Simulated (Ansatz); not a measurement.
# Ru6N: the cost of one run

Computed with Ansatz 0.2.0 (DFT PBE, scalar-relativistic, plane waves, PAW, unless a step's input says otherwise).

1 further run of the same task is left out (set aside as unsound or not needed).

### 1 Starting point

The structure is orthorhombic, space group Pmm2 (No. 25). The conventional cell has a = 2.720 Å, b = 4.297 Å, c = 20.838 Å, α = 90.00°, β = 90.00°, γ = 90.00°. Around Ru (site symmetry mm2) lie 8 Ru at 2.66 to 2.72 Å. Ru (site symmetry mm2) is surrounded by 10 Ru at 2.66 to 2.72 Å. Ru (site symmetry mm2) is surrounded by 12 Ru at 2.65 to 2.72 Å. Ru (site symmetry mm2) has 12 Ru at 2.62 to 2.72 Å as nearest neighbours. Around Ru (site symmetry mm2) lie 10 Ru at 2.62 to 2.72 Å. Around Ru (site symmetry mm2) lie 1 N at 2.18 Å. N (site symmetry mm2) is surrounded by 1 Ru at 2.18 Å.

Coordinates:

```
Ru N
1.0
     2.71980    0.00000    0.00000
     0.00000    4.29666    0.00000
     0.00000    0.00000   20.83834
Ru N
6 1
Direct
  0.00000 0.75000 0.19195
  0.50000 0.25000 0.22963
  0.50000 0.75000 0.30499
  0.00000 0.25000 0.34074
  0.00000 0.75000 0.41686
  0.50000 0.25000 0.44813
  0.50000 0.25000 0.55275
```

This is the geometry of the first run shown, built on a cell relaxed beforehand with the same method.

### 2 Plan of the line

Atoms count from 1 in the order of the input.

N is moved over the surface cell; relaxed at each place: the height of the adsorbate's atoms; substrate rigid; the origin of the map has the adsorbate above Ru6.

First coordinate, position of N7 along the first surface vector, from above Ru6: 6 values from 0.000 to 0.833, periodic. Second coordinate, position of N7 along the second surface vector, from above Ru6: 10 values from 0.0 to 0.9, periodic.

Relaxed at each point: the height of the adsorbate's atoms; substrate rigid. Points are written as (first, second).

The two vectors of the plane (Å): (2.720, 0.000, 0.000); (0.000, 4.297, 0.000).

### 3 Point (0/6, 0/10) of the map's two axes

Input file input.yaml:

```yaml
crystal:
  lattice:
    - [2.7197977462, 0.0, 0.0]
    - [0.0, 4.296659764, 0.0]
    - [0.0, 0.0, 20.8383397414]
  atoms:
    - { symbol: Ru, position: [0.0, 0.75, 0.191953872] }
    - { symbol: Ru, position: [0.5, 0.25, 0.2296314409] }
    - { symbol: Ru, position: [0.5, 0.75, 0.3049865786] }
    - { symbol: Ru, position: [0.0, 0.25, 0.3407382302] }
    - { symbol: Ru, position: [0.0, 0.75, 0.4168575075] }
    - { symbol: Ru, position: [0.5, 0.25, 0.4481326179] }
    - { symbol: "N", position: [0.5, 0.25, 0.5527474782] }
basis:
  ecutwfc: 420
kpoints:
  mp_grid: { grid: [10, 6, 1] }
hamiltonian:
  xc: pbe
  pseudopotentials: { kind: paw, azcp: { folder: soft_1 } }
scf:
  occupations: { method: gaussian, width: 0.1 }
output:
  forces: true
  eigenvalues: true
relax:
  adjacent_minimum: "off"
  f_tol: 0.025
  max_steps: 16
  constraints: [{ sites: [0, 1, 2, 3, 4, 5] }, { sites: [6], fix: xy }]
efield:
  axis: 3
  dipole_correction: true
  ramp_width: 0.04
```

Started as:

```sh
$ ansatz run input.yaml --threads 4 --pin off --max-ram 12288MiB --backend cpu --events-out ev --progress --plain --runs-dir out
```

**Question.** How long does this run take on 4 threads of AMD EPYC 9R45 (Zen 5), shared host, and how much memory does it need?

About 15 s, with a peak of 0.82 GiB.
